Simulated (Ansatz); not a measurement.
# CS2: the cost of one run

Method: DFT PBE+D3(BJ), scalar-relativistic, plane waves, PAW, in Ansatz 0.2.0.

**1. The starting structure**

The structure is tetragonal, space group P4/mmm (No. 123). Conventional cell: a = 3.854 Å, b = 3.854 Å, c = 4.359 Å, α = 90.00°, β = 90.00°, γ = 90.00°. Around C (site symmetry 4/mmm) lie 4 S at 1.93 Å. S (site symmetry mmm) has 2 C at 1.93 Å as nearest neighbours.

As a file:

```
C S
1.0
     3.85418    0.00000    0.00000
     0.00000    3.85418    0.00000
     0.00000    0.00000    4.35945
C S
1 2
Direct
  0.00000 0.00000 0.00000
  0.00000 0.50000 0.00000
  0.50000 0.00000 0.00000
```

The cell is invented: random cell by space group and Wyckoff sites (P4/mmm, No. 123). Its size is a rough estimate.

**2. Probe: one point on a coarse mesh**

input.yaml reads:

```yaml
crystal:
  lattice:
    - [3.85417603, 0.0, 0.0]
    - [0.0, 3.85417603, 0.0]
    - [0.0, 0.0, 4.35944644]
  atoms:
    - { symbol: C, position: [0.0, 0.0, 0.0] }
    - { symbol: S, position: [0.0, 0.5, 0.0] }
    - { symbol: S, position: [0.5, 0.0, 0.0] }
basis:
  ecutwfc: 420
kpoints:
  mp_grid: { grid: [4, 4, 4] }
hamiltonian:
  xc: pbe
  dispersion: d3bj
scf:
  occupations: { method: gaussian, width: 0.1 }
  lower_state_search: "off"
output:
  forces: true
  stress: true
  eigenvalues: true
```

On the command line:

```sh
$ ansatz run input.yaml --threads 1 --pin off --max-ram 2560MiB --backend cpu --events-out ev --progress --plain --runs-dir out
```

**Question.** How long does this run take on 1 thread of Arm Neoverse V1, shared host, and how much memory does it need?

About 1.2 s, with a peak of 0.28 GiB.
